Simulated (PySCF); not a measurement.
# A diatomic session: SbS

One job finds the state of SbS, follows it along the bond with each method and fits the curves.

Program: PySCF 2.14.0. Level of theory: Sb cc-pVDZ-PP with ECP28, S cc-pV(D+d)Z, scalar-relativistic core potentials. These are calculated values, not measurements.

## 1. The job

The job is set up so:

```json
{"atoms": "Sb, S", "charge": "0", "basis": "Sb cc-pVDZ-PP with ECP28, S cc-pV(D+d)Z", "Hamiltonian": "scalar-relativistic core potentials", "basis functions": "46", "electrons treated": "39", "masses in u": "120.9038, 31.9721", "levels": "PBE0, PBE, r²SCAN, M06, TPSS, TPSSh, ωB97X, HF, MP2, SCS-MP2, CCSD, CCSD(T)", "grid": "80 radial by 434 angular points", "occupations": "held fixed by the projection of orbital angular momentum", "dissociation limit": "Sb + S, each in its ground configuration", "starting distance in angstrom": "2.350", "values of 2S to try": "1, 3, 5"}
```

Command:

```bash
$ OMP_NUM_THREADS=1 python dia.py task.json out
```

After this run come: First curve: PBE0; Other states along the same grid; PBE; r²SCAN; M06 (hybrid meta-GGA); TPSS (meta-GGA); TPSSh (hybrid meta-GGA); ωB97X; UHF (mean field); Correlated methods on the Hartree–Fock reference.

Q: Predict the outcome of this session. Wanted: for each run, Re; ωe; De; μ.

The runs gave:

Lowest PBE0 solution found, without spin–orbit coupling: ²Π (doublet), unpaired electrons π ↑. State 2 has its PBE0 minimum 1.36 eV higher. The other levels ran on the lowest alone.

```
 level  Re (Å)  ωe (cm⁻¹)  De (eV)  μ (D)
   PBE   2.253        469     3.81  -2.28
  TPSS   2.247        474     3.61  -2.33
r²SCAN   2.234        491     3.43  -2.42
 TPSSh   2.234        488     3.44  -2.42
  PBE0   2.221        505     3.33  -2.51
   M06   2.234        495     4.03  -2.75
 ωB97X   2.200        535     3.60  -2.71
```

De is counted to Sb + S in their ground configurations. A positive dipole means Sb(−)S(+). No constants: UHF (the points don't follow one smooth fit); UHF-MP2 (the points don't follow one smooth fit); UHF-SCS-MP2 (the points don't follow one smooth fit); UHF-CCSD (the points don't follow one smooth fit); UHF-CCSD(T) (the points don't follow one smooth fit).

What this shows: The methods spread over 0.053 Å in bond length, from ωB97X to PBE. Among the levels with a De in the table, it runs from 3.33 eV (PBE0) to 4.03 eV (M06).

Correlated steps freeze 9 core orbitals. These are scalar-relativistic numbers at best; spin–orbit coupling would shift them, the dissociation energy most. T1 is 0.027 near the minimum (highest on the curve 0.062), which may point to more than one leading configuration. With spin–orbit coupling the term label itself may not hold.
